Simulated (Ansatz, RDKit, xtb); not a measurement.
# C3H5F3Si: which of the isomers drawn lies lowest?

Which of a sample of isomers of C3H5F3Si is the most stable in the gas at 298.15 K, and what are its properties? The sample is small against all isomers, and the most stable one of this formula need not be in it.

Plan: many cheap relaxations first (GFN2-xTB), then density-functional screening, relaxation at B3LYP/def2-SVP, vibrations (at GFN2-xTB) and a final energy. The numbers are computed, not measured.

## (1) Candidates

Isomers were taken from a list of plausible structures; this is a sample, not all of them. That gives 6 candidates.

```csv
label,SMILES,spin
c297,C=C([SiH3])C(F)(F)F,singlet
c519,F/C=C(\F)[C@H](F)[SiH3],singlet
c543,F[Si@@H]1CCC1(F)F,singlet
c616,F/C(=C/[SiH3])C(F)F,singlet
c833,FC/C(F)=C(\F)[SiH3],singlet
c963,FC(F)(F)[C@@H]1C[SiH2]1,singlet
```

Candidates are built by distance geometry, with a force field where one applies, in up to four conformers (letters a to d).

## (2) Cheap relaxation of all starts

All 9 starts are relaxed the same way. One of them, c297a (taken from a list of plausible isomers, embedded by distance geometry and MMFF94), in full:

The input, start.xyz:

```xyz
12
c297a
C     -1.271926    -0.343402     1.430209
C     -0.939727     0.709240     0.675390
C     -1.884952     1.430351    -0.196508
F     -3.152013     0.901827    -0.145569
F     -1.533129     1.444276    -1.530406
F     -2.049930     2.736562     0.177312
Si     0.760024     1.425321     0.578130
H     -0.572328    -0.869837     2.040996
H     -2.296058    -0.762956     1.473543
H      0.744618     2.925672     0.825602
H      1.596047     0.841508     1.675245
H      1.383185     1.126504    -0.713929
```

Launch:

```console
xtb start.xyz --gfn 2 --opt
```

What it wrote, cut to the lines that bear on the results:

```text
* xtb version 6.7.1
[...]
          :  # basis functions                  39          :
[...]
          :  # electrons                        42          :
[...]
          :  Hamiltonian                  GFN2-xTB          :
[...]
          :  net charge                          0          :
          :  unpaired electrons                  0          :
[...]
   *** convergence criteria satisfied after 12 iterations ***
[...]
   *** GEOMETRY OPTIMIZATION CONVERGED AFTER 11 ITERATIONS ***
[...]
   *** convergence criteria satisfied after 3 iterations ***
[...]
         ::                     SUMMARY                     ::
         :::::::::::::::::::::::::::::::::::::::::::::::::::::
         :: total energy             -24.879196274927 Eh    ::
         :: gradient norm              0.000341225059 Eh/a0 ::
         :: HOMO-LUMO gap              4.450407017826 eV    ::
         ::.................................................::
         :: SCC energy               -25.055518724927 Eh    ::
         :: -> isotropic ES            0.055190842202 Eh    ::
         :: -> anisotropic ES          0.000281818716 Eh    ::
         :: -> anisotropic XC         -0.013039986515 Eh    ::
         :: -> dispersion             -0.007898841046 Eh    ::
         :: repulsion energy           0.176322450000 Eh    ::
         :: add. restraining           0.000000000000 Eh    ::
         :: total charge              -0.000000000000 e     ::
         :::::::::::::::::::::::::::::::::::::::::::::::::::::
[...]
        21        2.0000           -0.4336228             -11.7995 (HOMO)
        22                         -0.2700734              -7.3491 (LUMO)
[...]
     #   Z          covCN         q      C6AA      α(0)
     1   6 C        2.854    -0.066    29.644     8.924
     2   6 C        2.838    -0.146    31.739     9.232
     3   6 C        3.357     0.482    17.025     6.485
     4   9 F        0.790    -0.211    11.350     3.980
     5   9 F        0.791    -0.219    11.430     3.994
     6   9 F        0.791    -0.219    11.433     3.994
     7  14 Si       3.662     0.459    98.428    19.015
     8   1 H        0.926     0.060     2.204     2.322
     9   1 H        0.926     0.065     2.147     2.291
    10   1 H        0.919    -0.063     4.436     3.294
    11   1 H        0.919    -0.079     4.876     3.454
    12   1 H        0.919    -0.062     4.411     3.285
[...]
     #   Z sym  total        # sym  WBO       # sym  WBO       # sym  WBO
 ---------------------------------------------------------------------------
     1   6 C    3.985 --     2 C    1.971     8 H    0.977     9 H    0.969
     2   6 C    3.927 --     1 C    1.971     3 C    0.982     7 Si   0.832
     3   6 C    3.811 --     2 C    0.982     4 F    0.946     5 F    0.938
                             6 F    0.936
     4   9 F    1.072 --     3 C    0.946
     5   9 F    1.065 --     3 C    0.938
     6   9 F    1.063 --     3 C    0.936
     7  14 Si   3.565 --    10 H    0.901    12 H    0.900    11 H    0.899
                             2 C    0.832
     8   1 H    0.996 --     1 C    0.977
     9   1 H    0.996 --     1 C    0.969
    10   1 H    0.996 --     7 Si   0.901
    11   1 H    0.994 --     7 Si   0.899
[...]
molecular dipole:
                 x           y           z       tot (Debye)
 q only:        1.292      -0.434       0.750
   full:        0.947      -0.545       0.740       3.355
molecular quadrupole (traceless):
[...]
          | TOTAL ENERGY              -24.879196274927 Eh   |
          | GRADIENT NORM               0.000341225059 Eh/α |
          | HOMO-LUMO GAP               4.450407017826 eV   |
           -------------------------------------------------
[...]
```

Wall time 0.14 s (2 threads of Intel Xeon, shared host).

## (3) The minima found

9 of the 9 relaxations converged; 1 ended on a minimum already found. 8 distinct structures remain:

```csv
label,start,SMILES after,spin,energy (kcal/mol)
c543a,drawn,F[Si@@H]1CCC1(F)F,singlet,0.0
c297a,drawn,C=C([SiH3])C(F)(F)F,singlet,36.1
c616a,drawn,F/C(=C/[SiH3])C(F)F,singlet,42.1
c963a,drawn,FC(F)(F)[C@@H]1C[SiH2]1,singlet,44.5
c833a,drawn,FC/C(F)=C(\F)[SiH3],singlet,45.0
c833b,drawn,FC/C(F)=C(\F)[SiH3],singlet,45.9
c616b,drawn,F/C(=C/[SiH3])C(F)F,singlet,46.6
c519b,drawn,F/C=C(\F)[C@H](F)[SiH3],singlet,46.8
```

## (4) Screening with a density functional

A choice of the minima (the low ones first, few conformers of a pattern, up to a cap) and the lowest that fell apart get a single point at r2SCAN-D4/def2-SVP on the tight-binding geometry, and one at HF/STO-3G for comparison. The lowest singlets are also tried as triplets at the same geometry (label ending in t). The first, c543a:

The input, input.yaml:

```yaml
crystal:
  periodic: [false, false, false]
  atoms:
    - {symbol: C, position_ang: [-0.766195, -0.230096, 0.196661]}
    - {symbol: C, position_ang: [-0.463460, 1.083980, -0.564196]}
    - {symbol: C, position_ang: [-0.664323, 2.097505, 0.574828]}
    - {symbol: F, position_ang: [-0.190896, 0.454101, 3.019235]}
    - {symbol: F, position_ang: [0.469288, 2.800883, 0.864424]}
    - {symbol: F, position_ang: [-1.594114, 3.054816, 0.265369]}
    - {symbol: Si, position_ang: [-1.216444, 0.694680, 1.805120]}
    - {symbol: H, position_ang: [-2.533628, 0.773559, 2.390750]}
    - {symbol: H, position_ang: [0.112695, -0.868377, 0.280067]}
    - {symbol: H, position_ang: [-1.546332, -0.821560, -0.275853]}
    - {symbol: H, position_ang: [0.546934, 1.133241, -0.964529]}
    - {symbol: H, position_ang: [-1.169768, 1.278478, -1.368233]}
basis:
  gaussian:
    orbitals: def2-SVP
hamiltonian:
  xc: {name: r2SCAN}
  dispersion: d4
scf:
  lower_state_search: "off"
```

Launch:

```console
ansatz run input.yaml --threads 2 --pin off --max-ram 4350MiB --events-out events.jsonl --progress --plain --runs-dir runs
```

What it wrote, cut to the lines that bear on the results:

```text
Warning: RAYON_NUM_THREADS=2 ignored (pool sized by the plan → 2); use --threads N
Functional definition: r2SCAN
  name "r2SCAN"
[...]
1404 factors; their error is unknown
[...]
mean field -19204.31820632 eV, -705.7456769279 hartree, gradient 2.9e-6 eV, S^2 0.000000; 0 other end points of the search recorded, 0 dependent functions left out
reference -19204.31821531 eV, -705.7456772581 hartree; 32, 32 occupied and 95, 95 virtual orbitals, 1404 factors
Total energy: -19204.38580105 eV, -705.7481609882 hartree
Checks for a lower state left out: stability, starts, cluster_reference, orbital_swaps, neighbouring_geometries, increment
```

Run time: 2.2 s. Hardware: 2 threads of Intel Xeon, shared host; peak memory 0.17 GiB.

Relative energies in kcal/mol, each column from its lowest structure that stays in one piece:

```csv
label,SMILES,spin,GFN2-xTB,HF/STO-3G,r2SCAN-D4/def2-SVP
c543a,F[Si@@H]1CCC1(F)F,singlet,0.0,0.0,0.0
c297a,C=C([SiH3])C(F)(F)F,singlet,36.1,31.9,29.6
c963a,FC(F)(F)[C@@H]1C[SiH2]1,singlet,44.5,37.7,31.8
c616a,F/C(=C/[SiH3])C(F)F,singlet,42.1,40.6,44.7
c297at,C=C([SiH3])C(F)(F)F,triplet,–,–,124.7
c543at,F[Si@@H]1CCC1(F)F,triplet,–,–,128.8
c963at,FC(F)(F)[C@@H]1C[SiH2]1,triplet,–,–,147.8
```

## (5) Third filter: density-functional geometries

3 candidates are relaxed at B3LYP/def2-SVP (chosen among the lowest in one piece). The first, c543a:

The input, input.yaml:

```yaml
crystal:
  periodic: [false, false, false]
  atoms:
    - symbol: C
      position_ang: [-0.766195, -0.230096, 0.196661]
    - symbol: C
      position_ang: [-0.463460, 1.083980, -0.564196]
    - symbol: C
      position_ang: [-0.664323, 2.097505, 0.574828]
    - symbol: F
      position_ang: [-0.190896, 0.454101, 3.019235]
    - symbol: F
      position_ang: [0.469288, 2.800883, 0.864424]
    - symbol: F
      position_ang: [-1.594114, 3.054816, 0.265369]
    - symbol: Si
      position_ang: [-1.216444, 0.694680, 1.805120]
    - symbol: H
      position_ang: [-2.533628, 0.773559, 2.390750]
    - symbol: H
      position_ang: [0.112695, -0.868377, 0.280067]
    - symbol: H
      position_ang: [-1.546332, -0.821560, -0.275853]
    - symbol: H
      position_ang: [0.546934, 1.133241, -0.964529]
    - symbol: H
      position_ang: [-1.169768, 1.278478, -1.368233]
basis:
  gaussian:
    orbitals: def2-SVP
hamiltonian:
  xc: {name: B3LYP}
scf:
  lower_state_search: off
relax:
  f_tol: 0.006
```

Launch:

```console
ansatz run input.yaml --threads 2 --pin off --max-ram 4350MiB --events-out events.jsonl --progress --plain --runs-dir runs
```

What it wrote:

```text
Warning: RAYON_NUM_THREADS=2 ignored (pool sized by the plan → 2); use --threads N
The last accepted step is kept in runs//last_step.txt (removed where the run ends without a failure and the disk answers)
Functional definition: B3LYP
  name "B3LYP"
  parameter a0 = 0.2
  parameter ax = 0.72
  parameter ac = 0.81
  exchange = (1 - a0 - ax)*slater_x + ax*b88_x + a0*exact_x
  correlation = (1 - ac)*vwn_rpa_c + ac*lyp_c
these checks for a lower state are left out or cut short: stability, starts, cluster_reference, orbital_swaps, neighbouring_geometries, increment
1358 factors; integrals over basis functions are off by at most 5.1e-4 eV
mean field evaluation 1: about -19203.1084 eV, gradient 6.0e1 eV
mean field evaluation 2: about -19197.4496 eV, gradient 7.8e1 eV
mean field evaluation 4: about -19210.7806 eV, gradient 3.4e0 eV
mean field evaluation 8: about -19210.8275 eV, gradient 4.9e-2 eV
mean field evaluation 16: about -19210.8275 eV, gradient 9.4e-6 eV
mean field -19210.82751137 eV, -705.9848894762 hartree, gradient 3.0e-6 eV, S^2 0.000000; 0 other end points of the search recorded, 0 dependent functions left out
the calculation of the forces begins
reference -19210.82774401 eV, -705.9848980256 hartree; 32, 32 occupied and 95, 95 virtual orbitals, 1358 factors
relax step   1: F+E_penalty+E_count = -19210.82751137 eV  Δ(F+E_penalty+E_count) = +0.000e0 eV  max|allowed force component| = 1.290e0 eV/Å  Δτ_max = 0.0000 Å  (16 SCF iters, accepted)
these checks for a lower state are left out or cut short: stability, starts, cluster_reference, orbital_swaps, neighbouring_geometries, increment
1358 factors; integrals over basis functions are off by at most 5.8e-4 eV
mean field -19210.91487825 eV, -705.9881001499 hartree, gradient 9.3e-7 eV, S^2 0.000000; 0 other end points of the search recorded, 0 dependent functions left out
the calculation of the forces begins
reference -19210.91511231 eV, -705.9881087515 hartree; 32, 32 occupied and 95, 95 virtual orbitals, 1358 factors
relax step   2: F+E_penalty+E_count = -19210.91487825 eV  Δ(F+E_penalty+E_count) = -8.737e-2 eV  max|allowed force component| = 4.331e-1 eV/Å  Δτ_max = 0.0678 Å  (19 SCF iters, accepted)
these checks for a lower state are left out or cut short: stability, starts, cluster_reference, orbital_swaps, neighbouring_geometries, increment
1358 factors; integrals over basis functions are off by at most 6.2e-4 eV
mean field evaluation 32: about -19210.9288 eV, gradient 2.7e-6 eV
mean field -19210.92875320 eV, -705.9886100450 hartree, gradient 2.7e-6 eV, S^2 0.000000; 0 other end points of the search recorded, 0 dependent functions left out
the calculation of the forces begins
reference -19210.92898718 eV, -705.9886186436 hartree; 32, 32 occupied and 95, 95 virtual orbitals, 1358 factors
relax step   3: F+E_penalty+E_count = -19210.92875320 eV  Δ(F+E_penalty+E_count) = -1.387e-2 eV  max|allowed force component| = 2.362e-1 eV/Å  Δτ_max = 0.0184 Å  (20 SCF iters, accepted)
[... from here on, the SCF cycles and remarks between the steps are left out ...]
relax step   4: F+E_penalty+E_count = -19210.93092988 eV  Δ(F+E_penalty+E_count) = -2.177e-3 eV  max|allowed force component| = 7.364e-2 eV/Å  Δτ_max = 0.0139 Å  (20 SCF iters, accepted)
relax step   5: F+E_penalty+E_count = -19210.93195809 eV  Δ(F+E_penalty+E_count) = -1.028e-3 eV  max|allowed force component| = 8.274e-2 eV/Å  Δτ_max = 0.0288 Å  (19 SCF iters, accepted)
relax step   6: F+E_penalty+E_count = -19210.93307967 eV  Δ(F+E_penalty+E_count) = -1.122e-3 eV  max|allowed force component| = 8.154e-2 eV/Å  Δτ_max = 0.0172 Å  (20 SCF iters, accepted)
relax step   7: F+E_penalty+E_count = -19210.93713314 eV  Δ(F+E_penalty+E_count) = -4.053e-3 eV  max|allowed force component| = 9.277e-2 eV/Å  Δτ_max = 0.0888 Å  (18 SCF iters, accepted)
relax step   8: F+E_penalty+E_count = -19210.93237628 eV  Δ(F+E_penalty+E_count) = +4.757e-3 eV  max|allowed force component| = 3.737e-1 eV/Å  Δτ_max = 0.1955 Å  (19 SCF iters, rejected (line search))
relax step   9: F+E_penalty+E_count = -19210.94053166 eV  Δ(F+E_penalty+E_count) = -3.399e-3 eV  max|allowed force component| = 2.130e-1 eV/Å  Δτ_max = 0.0978 Å  (18 SCF iters, accepted)
relax step  10: F+E_penalty+E_count = -19210.94938366 eV  Δ(F+E_penalty+E_count) = -8.852e-3 eV  max|allowed force component| = 1.150e-1 eV/Å  Δτ_max = 0.0987 Å  (18 SCF iters, accepted)
relax step  11: F+E_penalty+E_count = -19210.95088058 eV  Δ(F+E_penalty+E_count) = -1.497e-3 eV  max|allowed force component| = 1.935e-1 eV/Å  Δτ_max = 0.0743 Å  (19 SCF iters, accepted)
relax step  12: F+E_penalty+E_count = -19210.95385756 eV  Δ(F+E_penalty+E_count) = -2.977e-3 eV  max|allowed force component| = 1.405e-1 eV/Å  Δτ_max = 0.0137 Å  (19 SCF iters, accepted)
relax step  13: F+E_penalty+E_count = -19210.95739595 eV  Δ(F+E_penalty+E_count) = -3.538e-3 eV  max|allowed force component| = 5.093e-2 eV/Å  Δτ_max = 0.0373 Å  (18 SCF iters, accepted)
relax step  14: F+E_penalty+E_count = -19210.95836871 eV  Δ(F+E_penalty+E_count) = -9.728e-4 eV  max|allowed force component| = 1.841e-2 eV/Å  Δτ_max = 0.0326 Å  (18 SCF iters, accepted)
relax step  15: F+E_penalty+E_count = -19210.95870822 eV  Δ(F+E_penalty+E_count) = -3.395e-4 eV  max|allowed force component| = 1.886e-2 eV/Å  Δτ_max = 0.0428 Å  (19 SCF iters, accepted)
relax step  16: F+E_penalty+E_count = -19210.95876443 eV  Δ(F+E_penalty+E_count) = -5.621e-5 eV  max|allowed force component| = 1.976e-2 eV/Å  Δτ_max = 0.0093 Å  (20 SCF iters, accepted)
these checks for a lower state are left out or cut short: stability, starts, cluster_reference, orbital_swaps, neighbouring_geometries, increment
1358 factors; integrals over basis functions are off by at most 7.7e-4 eV
mean field evaluation 128: about -19210.9588 eV, gradient 1.8e-4 eV
mean field -19210.95878009 eV, -705.9897135127 hartree, gradient 1.1e-6 eV, S^2 0.000000; 0 other end points of the search recorded, 0 dependent functions left out
the calculation of the forces begins
reference -19210.95900923 eV, -705.9897219335 hartree; 32, 32 occupied and 95, 95 virtual orbitals, 1358 factors
relax step  17: F+E_penalty+E_count = -19210.95878009 eV  Δ(F+E_penalty+E_count) = -1.565e-5 eV  max|allowed force component| = 4.869e-3 eV/Å  Δτ_max = 0.0034 Å  (13 SCF iters, accepted)
Total energy: -19210.95900923 eV, -705.9897219335 hartree
Atom 0 at    -0.624679    -0.240192     0.236760 Å, force    -0.001286     0.004011     0.003036 eV/Å
Atom 1 at    -0.643699     1.101040    -0.566548 Å, force     0.002632     0.000240    -0.002460 eV/Å
Atom 2 at    -0.569187     2.119484     0.593340 Å, force    -0.002287    -0.004861     0.004869 eV/Å
Atom 3 at    -0.492545     0.466505     3.179719 Å, force     0.000607    -0.000656     0.000549 eV/Å
Atom 4 at     0.734485     2.455874     0.849849 Å, force     0.001272    -0.000186    -0.001718 eV/Å
Atom 5 at    -1.250196     3.271359     0.370474 Å, force     0.000295    -0.000046    -0.001256 eV/Å
Atom 6 at    -1.225974     0.719786     1.750664 Å, force    -0.001890     0.001644     0.000887 eV/Å
Atom 7 at    -2.691475     0.744445     1.997652 Å, force    -0.000239    -0.000756    -0.000092 eV/Å
Atom 8 at     0.403057    -0.609979     0.378476 Å, force     0.001768     0.000442    -0.000330 eV/Å
Atom 9 at    -1.234462    -1.052262    -0.182209 Å, force    -0.000365     0.000217    -0.000871 eV/Å
Atom 10 at     0.177677     1.232397    -1.288777 Å, force     0.001696    -0.000286    -0.002301 eV/Å
Atom 11 at    -1.599244     1.242754    -1.095758 Å, force    -0.002203     0.000237    -0.000312 eV/Å
Dipole moment:    -0.231497    -0.405312    -0.307249 e Å
Checks for a lower state left out: stability, starts, cluster_reference, orbital_swaps, neighbouring_geometries, increment
```

Run time: 56 s. Hardware: 2 threads of Intel Xeon, shared host; peak memory 0.29 GiB.

Energy change by step (eV): 0.0000, -0.0874, -0.1012, -0.1034, -0.1044, -0.1056, -0.1096, -0.1049, -0.1130, -0.1219, -0.1234, -0.1263, -0.1299, -0.1309, -0.1312, -0.1313, -0.1313.

After the run. Bond lengths: C1–C2 1.564 Å, C2–C3 1.545 Å, C3–F5 1.371 Å, C3–F6 1.357 Å, C1–Si7 1.891 Å, C3–Si7 1.931 Å, F4–Si7 1.626 Å, Si7–H8 1.486 Å, C1–H9 1.101 Å, C1–H10 1.099 Å, C2–H11 1.102 Å, C2–H12 1.101 Å. Some angles: C1–C2–C3 100.3°, C2–C1–Si7 88.4°, C2–C3–F5 110.4°, C2–C3–F6 114.3°, C2–C3–Si7 87.5°, F5–C3–F6 107.4°, F5–C3–Si7 112.9°, F6–C3–Si7 122.9°, C1–Si7–C3 77.3°, C1–Si7–F4 118.8°.

## (6) The relaxed candidates

```csv
label,spin,r2SCAN-D4/def2-SVP (kcal/mol),"B3LYP/def2-SVP, relaxed (kcal/mol)",time
c543a,singlet,0.0,0.0,56 s
c297a,singlet,29.6,29.3,58 s
c963a,singlet,31.8,36.1,29 s
```

c543a: Bond lengths: C1–C2 1.564 Å, C2–C3 1.545 Å, C3–F5 1.371 Å, C3–F6 1.357 Å, C1–Si7 1.891 Å, C3–Si7 1.931 Å, F4–Si7 1.626 Å, Si7–H8 1.486 Å, C1–H9 1.101 Å, C1–H10 1.099 Å, C2–H11 1.102 Å, C2–H12 1.101 Å. Some angles: C1–C2–C3 100.3°, C2–C1–Si7 88.4°, C2–C3–F5 110.4°, C2–C3–F6 114.3°, C2–C3–Si7 87.5°, F5–C3–F6 107.4°, F5–C3–Si7 112.9°, F6–C3–Si7 122.9°, C1–Si7–C3 77.3°, C1–Si7–F4 118.8°.

c297a: Bond lengths: C1–C2 1.340 Å, C2–C3 1.508 Å, C3–F4 1.342 Å, C3–F5 1.350 Å, C3–F6 1.347 Å, C2–Si7 1.896 Å, C1–H8 1.094 Å, C1–H9 1.095 Å, Si7–H10 1.489 Å, Si7–H11 1.490 Å, Si7–H12 1.490 Å. Some angles: C1–C2–C3 119.6°, C1–C2–Si7 122.3°, C3–C2–Si7 118.2°, C2–C3–F4 113.6°, C2–C3–F5 110.7°, C2–C3–F6 111.0°, F4–C3–F5 107.3°, F4–C3–F6 107.2°, F5–C3–F6 106.7°, C2–C1–H8 121.4°.

c963a: Bond lengths: C1–C2 1.496 Å, C2–C3 1.546 Å, C1–F4 1.350 Å, C1–F5 1.344 Å, C1–F6 1.353 Å, C2–Si7 1.878 Å, C3–Si7 1.865 Å, C2–H8 1.096 Å, C3–H9 1.095 Å, C3–H10 1.096 Å, Si7–H11 1.480 Å, Si7–H12 1.478 Å. Some angles: C1–C2–C3 118.3°, C1–C2–Si7 123.8°, C3–C2–Si7 65.2°, C2–C1–F4 112.2°, C2–C1–F5 111.9°, C2–C1–F6 111.7°, F4–C1–F5 106.8°, F4–C1–F6 106.5°, F5–C1–F6 107.4°, C2–C3–Si7 66.0°.

## (7) Harmonic analysis of the finalists

The lowest few in one piece go on as finalists. In this search the thermal terms come from GFN2-xTB at its own nearest minimum. The first, c543a:

The input, start.xyz:

```xyz
12
c543a
C     -0.624679    -0.240192     0.236760
C     -0.643699     1.101040    -0.566548
C     -0.569187     2.119484     0.593340
F     -0.492545     0.466505     3.179719
F      0.734485     2.455874     0.849849
F     -1.250196     3.271359     0.370474
Si    -1.225974     0.719786     1.750664
H     -2.691475     0.744445     1.997652
H      0.403057    -0.609979     0.378476
H     -1.234462    -1.052262    -0.182209
H      0.177677     1.232397    -1.288777
H     -1.599244     1.242754    -1.095758
```

Launch:

```console
xtb start.xyz --gfn 2 --ohess tight
```

What it wrote, cut to the lines that bear on the results:

```text
* xtb version 6.7.1
[...]
          :  # basis functions                  39          :
[...]
          :  # electrons                        42          :
[...]
          :  Hamiltonian                  GFN2-xTB          :
[...]
          :  net charge                          0          :
          :  unpaired electrons                  0          :
[...]
   *** convergence criteria satisfied after 13 iterations ***
[...]
   *** GEOMETRY OPTIMIZATION CONVERGED AFTER 17 ITERATIONS ***
[...]
   *** convergence criteria satisfied after 3 iterations ***
[...]
         ::                     SUMMARY                     ::
         :::::::::::::::::::::::::::::::::::::::::::::::::::::
         :: total energy             -24.936652808511 Eh    ::
         :: gradient norm              0.000469036036 Eh/a0 ::
         :: HOMO-LUMO gap              4.897233933676 eV    ::
         ::.................................................::
         :: SCC energy               -25.088827801194 Eh    ::
         :: -> isotropic ES            0.056154868668 Eh    ::
         :: -> anisotropic ES         -0.001140815911 Eh    ::
         :: -> anisotropic XC         -0.006615713217 Eh    ::
         :: -> dispersion             -0.007196700897 Eh    ::
         :: repulsion energy           0.152174992683 Eh    ::
         :: add. restraining           0.000000000000 Eh    ::
         :: total charge               0.000000000000 e     ::
         :::::::::::::::::::::::::::::::::::::::::::::::::::::
[...]
        21        2.0000           -0.4125172             -11.2252 (HOMO)
        22                         -0.2325471              -6.3279 (LUMO)
[...]
molecular dipole:
                 x           y           z       tot (Debye)
 q only:       -0.706      -1.440       0.005
   full:       -0.648      -1.384      -0.327       3.973
molecular quadrupole (traceless):
[...]
          | TOTAL ENERGY              -24.936652808511 Eh   |
          | TOTAL ENTHALPY            -24.851721181793 Eh   |
          | TOTAL FREE ENERGY         -24.893047661653 Eh   |
          | GRADIENT NORM               0.000469015985 Eh/α |
[...]
```

Run time: 0.42 s. Hardware: 2 threads of Intel Xeon, shared host.

[end of part 1 of 2]
